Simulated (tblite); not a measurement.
# C6H10OSi2: the cost of one run

Computed with tblite 0.8.0 and PySCF 2.14.0, with density-fitted response routines of our own, on a single molecule in the gas phase. Atoms are numbered from 0 throughout.

## (1) The molecule as given

19 atoms, charge 0, multiplicity 1; geometry from: force field or distance geometry start.

Bonds of the start (Å): C0–C1 1.21, C1–C2 1.45, C2–C3 1.49, C3–O4 1.22, C3–Si5 1.85, Si5–C6 1.88, C6–Si7 1.84, Si7–C8 1.84, C6–C2 1.48, C0–H9 1.07, C2–H10 1.12, Si5–H11 1.46, Si5–H12 1.45, C6–H13 1.13, Si7–H14 1.47, Si7–H15 1.49, C8–H16 1.13, C8–H17 1.09, C8–H18 1.13.

## (2) Relaxing the molecule with GFN2-xTB

The job: settings as JSON, then the geometry in Å.

```
{"job": {"kind": "relax", "xc": "GFN2-xTB", "basis": "xTB"}, "charge": 0, "multiplicity": 1}
C      1.896100     2.079600     0.898100
C      1.625600     1.091200     0.252900
C      1.326900    -0.097900    -0.512700
C      0.369100     0.119800    -1.632000
O     -0.023700     1.069100    -2.288200
Si     0.014200    -1.692100    -1.575600
C      0.480500    -1.117500     0.154300
Si    -0.994500    -0.582900     1.109200
C     -1.573200     1.130600     0.798800
H      2.126700     2.957600     1.458500
H      2.250100    -0.572900    -0.929500
H      1.036100    -2.508800    -2.231800
H     -1.368800    -2.097300    -1.717300
H      1.055300    -1.928500     0.697800
H     -0.789200    -0.752300     2.559800
H     -2.111900    -1.501500     0.732300
H     -1.874700     1.584500     1.791800
H     -0.914900     1.762700     0.211600
H     -2.539300     1.066000     0.214500
```

Run with:

```sh
OMP_NUM_THREADS=1 python probes_run.py task.json out
```

This one command runs all jobs of the session in turn.

**Question.** How long does this first job take on 1 thread of Arm Neoverse V1, shared host, and how much memory does it need?

About 1.1 s, with a peak of 0.18 GiB.
